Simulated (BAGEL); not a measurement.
# B4H4S (closo-2-SB4 (no H on S)) at B3LYP/6-31G(d) (density fitting with qzvpp-jkfit, spherical functions)

Aim: the energy change on altering one bond length of B4H4S (closo-2-SB4 (no H on S)) at B3LYP/6-31G* (density fitting with qzvpp-jkfit, spherical functions), from 2 runs. 

The calculation is run with BAGEL 1.2.2.

## 1. The system as given

B4H4S: 9 atoms, total charge 0, spin state singlet. The coordinates come from a GFN2-xTB relaxation.

Bond lengths: S1–B3 1.874 Å, B2–B3 1.571 Å, S1–B4 1.872 Å, B2–B4 1.753 Å, B3–B5 1.753 Å, B4–B5 1.572 Å, B2–H6 1.163 Å, B3–H7 1.164 Å, B4–H8 1.164 Å, B5–H9 1.163 Å. Some angles: S1–B3–B2 71.5°, S1–B3–B5 68.0°, B2–B3–B5 65.5°, B3–S1–B4 89.0°, B3–B2–B4 104.2°, S1–B4–B2 68.0°, S1–B4–B5 71.6°, B2–B4–B5 65.5°, B3–B5–B4 104.2°, S1–B3–H7 122.8°.

## 2. The energy at B3LYP/6-31G(d) (density fitting with qzvpp-jkfit, spherical functions)

The input, input.json:

```json
{ "bagel" : [

{
  "title" : "molecule",
  "basis" : "6-31gs.json",
  "df_basis" : "qzvpp-jkfit",
  "angstrom" : true,
  "geometry" : [
    { "atom" : "S", "xyz" : [    0.170330,    0.890170,    1.087390 ] },
    { "atom" : "B", "xyz" : [    0.705950,   -0.687720,   -0.069610 ] },
    { "atom" : "B", "xyz" : [    0.848420,    0.763630,   -0.654850 ] },
    { "atom" : "B", "xyz" : [   -0.828940,   -0.662070,    0.777800 ] },
    { "atom" : "B", "xyz" : [   -0.801470,    0.182200,   -0.547960 ] },
    { "atom" : "H", "xyz" : [    1.353070,   -1.608690,    0.224670 ] },
    { "atom" : "H", "xyz" : [    1.378160,    1.650680,   -1.190670 ] },
    { "atom" : "H", "xyz" : [   -1.308740,   -1.284880,    1.636060 ] },
    { "atom" : "H", "xyz" : [   -1.516780,    0.756690,   -1.262820 ] }
  ]
},
{ "title" : "ks", "xc_func" : "b3lyp" },
{ "title" : "print", "file" : "orbitals.molden", "orbitals" : true }

]}
```

The basis set 6-31G* is read from a file made from the Basis Set Exchange's data (not shown).

Started as:

```bash
$ BAGEL_NUM_THREADS=1 BAGEL input.json > input.out
```

Log:

```text
* using 1 threads per process

  ===============================================================
  ===============================================================

  *** Geometry ***

  { "atom" : "S", "xyz" : [      0.321877,      1.682178,      2.054869 ] },
  { "atom" : "B", "xyz" : [      1.334052,     -1.299602,     -0.131544 ] },
  { "atom" : "B", "xyz" : [      1.603281,      1.443052,     -1.237487 ] },
  { "atom" : "B", "xyz" : [     -1.566470,     -1.251131,      1.469829 ] },
  { "atom" : "B", "xyz" : [     -1.514559,      0.344308,     -1.035494 ] },
  { "atom" : "H", "xyz" : [      2.556932,     -3.039984,      0.424565 ] },
  { "atom" : "H", "xyz" : [      2.604345,      3.119333,     -2.250040 ] },
  { "atom" : "H", "xyz" : [     -2.473160,     -2.428071,      3.091705 ] },
  { "atom" : "H", "xyz" : [     -2.866299,      1.429937,     -2.386384 ] },

  Number of auxiliary basis functions:      500

  Since a DF basis is specified, we compute 2- and 3-index integrals:
    o Being stored without compression. Storage requirement is 0.027 GB

  Number of basis functions:       82
  Number of electrons      :       40

    * METHOD: MOLECULE                             0.27

  *** Kohn-Sham DFT ***

    * Removing 20643 points whose weight is below 1.00e-10
    * Grid points: 113511

  === Nuclear Repulsion ===
   164.7381944425

       - DIIS with orbital gradients will be used.

  === KS iteration (b3lyp / 6-31gs.json) ===
      0       -453.30171893          0.14155586           0.37
      1       -388.73092575          0.18520153           0.36
      2       -444.58243629          0.10472832           0.38
      3       -487.02805751          0.12675823           0.38
      4       -490.08697329          0.11020582           0.38
      5       -489.24997938          0.11724664           0.38
      6       -489.24687284          0.11723461           0.37
      7       -489.75213433          0.11465160           0.38
      8       -455.11457202          0.18917595           0.38
      9       -499.72826644          0.02234835           0.38
     10       -499.69980409          0.02320838           0.38
     11       -499.95242395          0.00309339           0.38
     12       -499.95244452          0.00333699           0.38
     13       -499.95698334          0.00081923           0.38
     14       -499.95724229          0.00013183           0.38
     15       -499.95724953          0.00006346           0.38
     16       -499.95725132          0.00002344           0.37
     17       -499.95725163          0.00000096           0.37
     18       -499.95725163          0.00000063           0.38
     19       -499.95725163          0.00000037           0.38
     20       -499.95725163          0.00000013           0.38
     21       -499.95725163          0.00000003           0.38
     22       -499.95725163          0.00000001           0.38
    * SCF iteration converged.

    * Permanent dipole moment:
           (   -0.030645,    -0.166679,    -0.204220) a.u.

    * METHOD: KS                                   9.22

    * METHOD: PRINT                                0.01

  ===============================================================
```

Wall time 9.9 s (1 thread of Arm Neoverse V2, shared host); peak memory 0.44 GiB.

## 3. The distorted shape, same level

The input, input.json:

```json
{ "bagel": [

{
  "title": "molecule",
  "basis": "6-31gs.json",
  "df_basis": "qzvpp-jkfit",
  "angstrom": "true",
  "geometry": [
    { "atom": "S", "xyz": [       0.410238,       1.201585,       0.658246 ] },
    { "atom": "B", "xyz": [       0.945858,      -0.376305,      -0.498754 ] },
    { "atom": "B", "xyz": [       1.088328,       1.075045,      -1.083994 ] },
    { "atom": "B", "xyz": [      -0.589032,      -0.350655,       0.348656 ] },
    { "atom": "B", "xyz": [      -0.561562,       0.493615,      -0.977104 ] },
    { "atom": "H", "xyz": [       1.592978,      -1.297275,      -0.204474 ] },
    { "atom": "H", "xyz": [       1.618068,       1.962095,      -1.619814 ] },
    { "atom": "H", "xyz": [      -1.308740,      -1.284880,       1.636060 ] },
    { "atom": "H", "xyz": [      -1.276872,       1.068105,      -1.691964 ] }
  ]
},

{ "title": "ks", "xc_func": "b3lyp" },

{ "title": "print", "file": "orbitals.molden", "orbitals": "true" }

]}
```

The basis set 6-31G* is read from a file made from the Basis Set Exchange's data (not shown).

Started as:

```bash
$ BAGEL_NUM_THREADS=1 BAGEL input.json > input.out
```

Log:

```text
* using 1 threads per process

  ===============================================================
  ===============================================================

  *** Geometry ***

  { "atom" : "S", "xyz" : [      0.775237,      2.270667,      1.243905 ] },
  { "atom" : "B", "xyz" : [      1.787413,     -0.711113,     -0.942508 ] },
  { "atom" : "B", "xyz" : [      2.056642,      2.031541,     -2.048452 ] },
  { "atom" : "B", "xyz" : [     -1.113109,     -0.662642,      0.658864 ] },
  { "atom" : "B", "xyz" : [     -1.061198,      0.932797,     -1.846459 ] },
  { "atom" : "H", "xyz" : [      3.010292,     -2.451494,     -0.386400 ] },
  { "atom" : "H", "xyz" : [      3.057705,      3.707822,     -3.061005 ] },
  { "atom" : "H", "xyz" : [     -2.473160,     -2.428071,      3.091705 ] },
  { "atom" : "H", "xyz" : [     -2.412938,      2.018426,     -3.197349 ] },

  Number of auxiliary basis functions:      500

  Since a DF basis is specified, we compute 2- and 3-index integrals:
    o Being stored without compression. Storage requirement is 0.027 GB

  Number of basis functions:       82
  Number of electrons      :       40

    * METHOD: MOLECULE                             0.27

  *** Kohn-Sham DFT ***

    * Removing 20146 points whose weight is below 1.00e-10
    * Grid points: 114008

  === Nuclear Repulsion ===
   163.0175152066

       - DIIS with orbital gradients will be used.

  === KS iteration (b3lyp / 6-31gs.json) ===
      0       -453.45346122          0.14018066           0.37
      1       -388.98985685          0.18232552           0.36
      2       -445.09523238          0.10873384           0.36
      3       -486.55829275          0.13004073           0.36
      4       -490.56286038          0.10627258           0.36
      5       -489.79548843          0.11564601           0.36
      6       -489.60790846          0.11717467           0.35
      7       -490.08415039          0.11510509           0.36
      8       -457.17523824          0.19934946           0.36
      9       -499.61716770          0.02538568           0.36
     10       -499.51356168          0.02904054           0.35
     11       -499.86683871          0.00734901           0.36
     12       -499.87429845          0.00588456           0.36
     13       -499.88920444          0.00058377           0.36
     14       -499.88936632          0.00012026           0.36
     15       -499.88937460          0.00003001           0.36
     16       -499.88937501          0.00001364           0.36
     17       -499.88937509          0.00000390           0.36
     18       -499.88937510          0.00000139           0.36
     19       -499.88937510          0.00000212           0.36
     20       -499.88937510          0.00000027           0.36
     21       -499.88937510          0.00000008           0.36
     22       -499.88937510          0.00000005           0.36
     23       -499.88937510          0.00000002           0.36
     24       -499.88937510          0.00000000           0.36
    * SCF iteration converged.

    * Permanent dipole moment:
           (   -0.185594,    -0.345783,    -0.026937) a.u.

    * METHOD: KS                                   9.56

    * METHOD: PRINT                                0.01

  ===============================================================
```

Wall time 10 s (1 thread of Arm Neoverse V2, shared host); peak memory 0.44 GiB.

## 4. Summary of results

At B3LYP/6-31G* (density fitting with qzvpp-jkfit, spherical functions):

| quantity | value |
| --- | --- |
| first shape: total energy | -499.95725 Eh |
| first shape: dipole moment | 0.67 D |
| first shape: HOMO energy | -6.82 eV |
| first shape: LUMO energy | -2.22 eV |
| first shape: HOMO–LUMO gap | 4.60 eV |
| distorted shape: total energy | -499.88938 Eh |
| distorted shape: dipole moment | 1.00 D |
| distorted shape: HOMO energy | -7.02 eV |
| distorted shape: LUMO energy | -2.41 eV |
| distorted shape: HOMO–LUMO gap | 4.61 eV |
| energy change with the B4–H8 bond stretched from 1.164 to 1.746 Å | 1.847 eV |

In words: With the B4–H8 bond stretched from 1.164 to 1.746 Å the energy rises by 1.85 eV (43 kcal/mol). The first shape isn't relaxed at this level, so the change isn't measured from a minimum.
